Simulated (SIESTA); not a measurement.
# Bi2Te3 (Tellurobismuthite) under changes of volume

One of the cells (33.871 Å³/atom); the others are scaled copies at fixed shape and fractional positions:

```
CELL_PARAMETERS angstrom
2.19300 1.26613 10.16567
-2.19300 1.26613 10.16567
0.00000 -2.53226 10.16567
ATOMIC_POSITIONS crystal
Bi 0.60000 0.60000 0.60000
Bi 0.40000 0.40000 0.40000
Te 0.79050 0.79050 0.79050
Te 0.20950 0.20950 0.20950
Te 0.00000 0.00000 0.00000
```

* Program: SIESTA 5.4.2
* Functional: PBEsol
* Potentials or basis: PseudoDojo 0.4 standard (PBEsol files)
* Basis: DZP (energy shift 0.003 Ry; two zetas on semicore shells)
* Grid cutoff: 500 Ry
* Energy shift: 0.003 Ry
* k mesh: 5 × 5 × 5
* Occupations: fermi-dirac, width 0.05 eV
* Spin: no spin polarisation

| volume (Å³/atom) | energy over the lowest point (meV/atom) | pressure (GPa) | gap on the mesh (eV) | largest force (eV/Å) |
| --- | --- | --- | --- | --- |
| 31.839 | 25.10 | 4.0 | 0.18 | 0.535 |
| 32.517 | 11.27 | 2.6 | 0.20 | 0.372 |
| 33.194 | 3.10 | 1.3 | 0.22 | 0.242 |
| 33.871 | 0.00 | 0.2 | 0.23 | 0.144 |
| 34.549 | 1.39 | -0.8 | 0.25 | 0.092 |
| 35.226 | 6.84 | -1.7 | 0.26 | 0.122 |
| 35.904 | ? | ? | ? | ? |

Problem. What does the run at 35.904 Å³/atom give?

Solution. Energy over the lowest point 15.91 meV/atom; pressure -2.5 GPa; gap on the mesh 0.27 eV; largest force 0.233 eV/Å.

Worked out: A Birch-Murnaghan fit of order 3 (a polynomial in V^(-2/3)) to the other rows has its minimum at 33.99 Å³/atom with B0 = V·E''(V) = 53 GPa and B' = 4.6 at fixed shape and positions, which overstates the stiffness. It gives 15.91 meV/atom at 35.904 Å³/atom, against the run's 15.91, and -dE/dV = -2.5 GPa, against -2.5. A straight line through the other rows of the gap, of slope 0.792 eV per unit of ln V (its deformation potential), extrapolates to 0.28 eV, against the run's 0.27.

Energies are extrapolated to zero smearing.

Caveats: spin-orbit coupling is left out, which as a rule narrows the gap of such compounds by several tenths of an eV; an odd mesh through Γ misses points on the zone boundary, where band edges often lie; the basis of atomic orbitals isn't converged, which shifts pressures, moduli and gaps.
